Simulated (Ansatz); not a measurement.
# C3H8BN: small, medium and large basis sets

The task here is to estimate one member of a computed series from the others.

Program: Ansatz 0.2.0, Gaussian basis. Level of theory: one geometry, several basis sets. These are calculated values, not measurements.

The runs, in order: PBE0-D4/def2-SVP; ωB97M-V/def2-SVP; PBE0-D4/def2-QZVPP; ωB97M-V/def2-QZVPP; the functionals' def2-TZVPP values are taken from earlier runs.

### The geometry

The geometry comes from an earlier relaxation with PBE0-D4 in a triple-zeta def2 set; it is a stationary point, not always the lowest conformer.

SMILES `C/C=C\BN`, 13 atoms, charge 0, spin multiplicity 1.

Atoms are counted from 1 here; the program's logs count them from 0.

Bond lengths: C1–C2 1.489 Å, C1–H6 1.089 Å, C1–H7 1.095 Å, C1–H8 1.095 Å, C2–C3 1.339 Å, C2–H9 1.091 Å, C3–B4 1.548 Å, C3–H10 1.092 Å, B4–N5 1.395 Å, B4–H11 1.199 Å, N5–H12 1.007 Å, N5–H13 1.005 Å. Angles: C2–C1–H6 112.4°, C2–C1–H7 110.4°, C2–C1–H8 110.4°, H6–C1–H7 108.6°, H6–C1–H8 108.6°, H7–C1–H8 106.2°, C1–C2–C3 127.1°, C1–C2–H9 114.5°, C3–C2–H9 118.4°, C2–C3–B4 126.7°, C2–C3–H10 115.4°, B4–C3–H10 117.8°, C3–B4–N5 119.9°, C3–B4–H11 123.2°, N5–B4–H11 116.9°, B4–N5–H12 123.2°, B4–N5–H13 123.2°, H12–N5–H13 113.6°.

Set-up of the first run:

Input file in.yaml:

```yaml
crystal:
  periodic: [false, false, false]
  atoms:
    - {symbol: C, position_ang: [-1.372631, -0.975362, 1.162511]}
    - {symbol: C, position_ang: [-0.682266, 0.343135, 1.135133]}
    - {symbol: C, position_ang: [0.215630, 0.766145, 0.236372]}
    - {symbol: B, position_ang: [0.744740, -0.022997, -0.985891]}
    - {symbol: N, position_ang: [1.679612, 0.563037, -1.839406]}
    - {symbol: H, position_ang: [-1.069071, -1.619419, 0.339018]}
    - {symbol: H, position_ang: [-2.458298, -0.838231, 1.117236]}
    - {symbol: H, position_ang: [-1.168535, -1.493359, 2.105612]}
    - {symbol: H, position_ang: [-0.959552, 1.015260, 1.948056]}
    - {symbol: H, position_ang: [0.602431, 1.774278, 0.399023]}
    - {symbol: H, position_ang: [0.391339, -1.137860, -1.251433]}
    - {symbol: H, position_ang: [2.041018, 1.492939, -1.705333]}
    - {symbol: H, position_ang: [2.056084, 0.097734, -2.646197]}
basis:
  gaussian: {orbitals: def2-SVP}
hamiltonian: {xc: pbe0, dispersion: d4}
output: {orbitals: {seedname: orbitals}}
```

Among the steps run: PBE0-D4 in def2-SVP; ωB97M-V in def2-SVP; PBE0-D4 in def2-QZVPP; ωB97M-V in def2-QZVPP.

One table of the session follows, with a row left open; its other results are not shown here.

It belongs to the step «Density functionals: the series». 

```
functional       basis  HOMO (eV)  LUMO (eV)
   PBE0-D4    def2-SVP      -6.96      -0.32
   PBE0-D4  def2-TZVPP      -7.08      -0.52
   PBE0-D4  def2-QZVPP      -7.10      -0.57
   ωB97M-V    def2-SVP      -9.15       1.79
   ωB97M-V  def2-TZVPP      -9.27       1.51
   ωB97M-V  def2-QZVPP          ?          ?
```

**Question.** Estimate the row for ωB97M-V, def2-QZVPP.

As computed: HOMO (eV): -9.29; LUMO (eV): 1.40. In the column «HOMO (eV)» it is the lowest.
